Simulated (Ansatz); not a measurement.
**SiH4Cl radical: a reaction path by the nudged elastic band**

What path joins these two structures, and how high does it climb? Both ends were relaxed at PBE0-D4 in triple zeta.

Program: Ansatz 0.2.0, Gaussian basis. Level of theory: PBE0-D4/def2-SVP, unrestricted. These are calculated values, not measurements.

20 further runs of the same task are left out: 20 set aside as unsound or not needed.

## (1) Where the work starts

The first end: 6 atoms, charge 0, spin multiplicity 2.

Atoms are counted from 1 here; the program's logs count them from 0.

Bond lengths: Cl1–Si2 2.055 Å, Si2–H3 1.481 Å, Si2–H4 1.481 Å, Si2–H6 1.481 Å. Angles: Cl1–Si2–H3 108.4°, Cl1–Si2–H4 108.4°, Cl1–Si2–H6 108.4°, H3–Si2–H4 110.5°, H3–Si2–H6 110.5°, H4–Si2–H6 110.5°.

As a file:

```xyz
6
charge 0, multiplicity 2
Cl    0.76705   -1.72186   -1.57495
Si    0.12585   -0.28152   -0.25740
H    -1.33691   -0.42772   -0.07943
H     0.44882    1.04808   -0.82360
H    -0.83219    1.86341    1.70397
H     0.82738   -0.48039    1.03141
```

The second end:

```xyz
6
ClH4Si
Cl   -0.8486   -2.2404   -1.6582
Si    0.2400    0.6311    0.4669
H    -0.4608   -1.2363   -0.9173
H     0.8399    1.6294   -0.4512
H    -0.9919    1.1299    1.1238
H     1.2213    0.0863    1.4360
```

## (2) The band at PBE0-D4/def2-SVP

neb/in.yaml

```yaml
crystal:
  periodic: [false, false, false]
  atoms:
    - {symbol: Cl, position_ang: [0.767048, -1.721863, -1.574949]}
    - {symbol: Si, position_ang: [0.125851, -0.281517, -0.257401]}
    - {symbol: H, position_ang: [-1.336914, -0.427721, -0.079427]}
    - {symbol: H, position_ang: [0.448819, 1.048081, -0.823601]}
    - {symbol: H, position_ang: [-0.832188, 1.863412, 1.703966]}
    - {symbol: H, position_ang: [0.827384, -0.480391, 1.031412]}
basis:
  gaussian: {orbitals: def2-SVP}
magnetization: {spin_polarized: true, initial_magnetization: 1}
hamiltonian: {xc: pbe0, dispersion: d4}
neb:
  images: 5
  climbing: true
  max_iterations: 40
  initial_path: idpp
  final_atoms:
    - {symbol: Cl, position_ang: [-0.848554, -2.240420, -1.658161]}
    - {symbol: Si, position_ang: [0.240034, 0.631100, 0.466856]}
    - {symbol: H, position_ang: [-0.460811, -1.236279, -0.917296]}
    - {symbol: H, position_ang: [0.839909, 1.629377, -0.451154]}
    - {symbol: H, position_ang: [-0.991877, 1.129914, 1.123778]}
    - {symbol: H, position_ang: [1.221298, 0.086308, 1.435975]}
```

Run with:

```bash
> ansatz run in.yaml --threads 2 --pin off --events-out ev --progress --plain --max-ram 4352MiB
```

**Question.** What will these runs give? Wanted: from earlier runs: barrier over the separately found saddle, CCSD(T)/def2-TZVPP.

The runs gave:

| quantity | value |
| --- | --- |
| PBE0-D4/def2-SVP, 14 iterations | highest 50.7 kJ/mol (image 2), last end +9.2 kJ/mol |
| from earlier runs: barrier over the separately found saddle, CCSD(T)/def2-TZVPP | 70.2 kJ/mol |

**Reading.** The highest image lies 50.7 kJ/mol above the first end, and it climbed, so it estimates the saddle. The ends are not quite minima at this level (largest force component 0.22 eV/Å), so the heights are unreliable: relaxing the first end would lower it and raise the barrier above it. The highest image is 19.5 kJ/mol below the CCSD(T) barrier in triple zeta, which comes from separate runs on the saddle.
